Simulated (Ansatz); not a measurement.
**AlFH₃Sb: vertical ionisation energy**

How much energy removes an electron from AlFH₃Sb at fixed geometry? The cation is run at each level and the neutral's energy taken from earlier runs.

Method: unrestricted cation, the program's frozen cores in correlated methods; program: Ansatz 0.2.0, Gaussian basis.

The runs, in order: UKS PBE-D4/def2-TZVPP; UKS r2SCAN-D4/def2-TZVPP; UKS PBE0-D4/def2-TZVPP; UKS B3LYP-D4/def2-TZVPP; UKS wB97X-V/def2-TZVPP; UKS wB97M-V/def2-TZVPP; UKS B2PLYP/def2-TZVPP; UHF-CCSD(T)/def2-TZVPP; UHF-MP2/def2-QZVPP; extrapolation to the limit; then −ε(HOMO) from the neutral's earlier runs with LDA (SPW92), PBE-D4, revPBE-D4, BLYP-D4, r2SCAN-D4, B97M-V, PBE0-D4, B3LYP-D4, r2SCANh-D4, r2SCAN0-D4, HSE06-D4, BHLYP-D4, CAM-B3LYP-D4, LC-ωPBE, ωB97X-V, ωB97M-V.

## Step 1: Structure used throughout

The geometry comes from an earlier relaxation with PBE0-D4 in a triple-zeta def2 set; it is a stationary point. Sb takes the def2 core potential; no spin-orbit term is included.

SMILES `[F][AlH][SbH2]`, 6 atoms, charge 0, spin multiplicity 1.

Atoms are counted from 1 here; the program's logs count them from 0.

Bond lengths: F1–Al2 1.653 Å, Al2–Sb3 2.636 Å, Al2–H4 1.582 Å, Sb3–H5 1.710 Å, Sb3–H6 1.709 Å. Angles: F1–Al2–Sb3 116.3°, F1–Al2–H4 116.4°, Sb3–Al2–H4 127.3°, Al2–Sb3–H5 88.3°, Al2–Sb3–H6 87.8°, H5–Sb3–H6 91.6°.

As a file:

```
F    -1.11457   -1.63244    1.26232
Al   -0.33610   -1.03930   -0.06980
Sb    1.27988    1.00365    0.33478
H    -0.59481   -1.80072   -1.43168
H     0.84213    1.59199   -1.20992
H    -0.03443    1.81290    1.06810
```

## Step 2: Cation, UKS PBE-D4/def2-TZVPP

in.yaml

```yaml
crystal:
  periodic: [false, false, false]
  atoms:
    - {symbol: F, position_ang: [-1.114571, -1.632440, 1.262318]}
    - {symbol: Al, position_ang: [-0.336098, -1.039295, -0.069796]}
    - {symbol: Sb, position_ang: [1.279882, 1.003655, 0.334777]}
    - {symbol: H, position_ang: [-0.594815, -1.800718, -1.431681]}
    - {symbol: H, position_ang: [0.842128, 1.591991, -1.209922]}
    - {symbol: H, position_ang: [-0.034426, 1.812905, 1.068103]}
basis:
  gaussian: {orbitals: def2-TZVPP}
total_charge: 1
magnetization: {spin_polarized: true, initial_magnetization: 1}
hamiltonian: {xc: pbe, dispersion: d4}
```

Further steps of the session: Cation, UKS r2SCAN-D4/def2-TZVPP; Cation, UKS PBE0-D4/def2-TZVPP; Cation, UKS B3LYP-D4/def2-TZVPP; Cation, UKS wB97X-V/def2-TZVPP; Cation, UKS wB97M-V/def2-TZVPP; Cation, UKS B2PLYP (frozen core)/def2-TZVPP; Cation, UHF-CCSD(T)/def2-TZVPP; Cation, UHF-MP2/def2-QZVPP.

Before running them: what should the planned runs give, taken together? Wanted: ionisation energy, CCSD(T)/CBS; nearest functional by difference; nearest −ε(HOMO); −ε(HOMO) of PBE; T1 of the cation.

The runs gave:

```
                        quantity               value
  ionisation energy, CCSD(T)/CBS             9.42 eV
nearest functional by difference  ωB97X-V (-0.15 eV)
                nearest −ε(HOMO)  LC-ωPBE (+0.15 eV)
                 −ε(HOMO) of PBE             6.20 eV
                T1 of the cation               0.019
```

In words: Energy differences with functionals land within 0.36 eV of the reference. The PBE orbital energy is 3.2 eV too small: a semilocal HOMO is no ionisation energy. Among orbital estimates LC-ωPBE comes nearest. Hartree-Fock falls 1.02 eV short, as the neutral has more correlation energy than the cation. The cation may have settled in a state other than its lowest; no search over hole states beyond the program's own was made. Correlated methods include outer-core shells of Sb, which these sets cover unevenly. With outer-core shells in play the reference is unsure by up to some tenths of an eV, so close misses can't be ranked.
